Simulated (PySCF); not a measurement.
# CeCl2 (Ce(Cl)22+): the cost of one run

Program: PySCF 2.14.0. Level of theory: several levels, as the steps say, no spin–orbit coupling. These are calculated values, not measurements.

1 further run of the same task is left out (for a known fault of the program).

**1. The system as given**

3 atoms, charge 2, spin multiplicity 1.

Bond lengths: Ce1–Cl2 2.329 Å, Ce1–Cl3 2.329 Å. Angles: Cl2–Ce1–Cl3 135.3°.

Coordinates:

```xyz
3
charge 2, multiplicity 1
Ce    0.0000    0.0000   -0.2405
Cl    2.1540    0.0000    0.6460
Cl   -2.1540    0.0000    0.6460
```

Formal oxidation states: Ce +4. An earlier session relaxed this geometry at PBE0, Ce def2-SVP with ECP28, Cl def2-SVP (singlet, point group C2v).

At PBE0 on the finer grid: E = -1394.170841 Eh, HOMO -20.67 eV, LUMO -16.70 eV, Mulliken charge on Ce1 +1.58 e, largest force component 0.009 eV/Å. 

Levels to run: wB97X; TPSSh; PBE0, TZVP. Hardware: 2 threads of Arm Neoverse V2, shared host.

**2. wB97X**

The input, run.py (the lines that set the calculation):

```python
mol = gto.M(atom='''
Ce     0.00000     0.00000    -0.24053
Cl     2.15401     0.00000     0.64604
Cl    -2.15401     0.00000     0.64604''',
    basis={'Ce': 'def2-SVP', 'Cl': 'def2-SVP'},
    ecp={'Ce': 'def2-SVP'},
    charge=2, spin=0)
mf = dft.RKS(mol, xc='WB97X')
mf.grids.atom_grid = (75, 302)  # f atoms: unpruned, at least (60, 302)
mf = mf.density_fit()  # fitting sets: Ce def2-universal-JKFIT, Cl def2-universal-JKFIT
mf.conv_tol = 1e-08; mf.max_cycle = 55
mf.kernel(dm0)  # dm0: the density of the relaxed state
```

On the command line:

```
$ OMP_NUM_THREADS=2 python run.py
```

**Question.** How long does this run take on 2 threads of Arm Neoverse V2, shared host?

About 6.2 s.
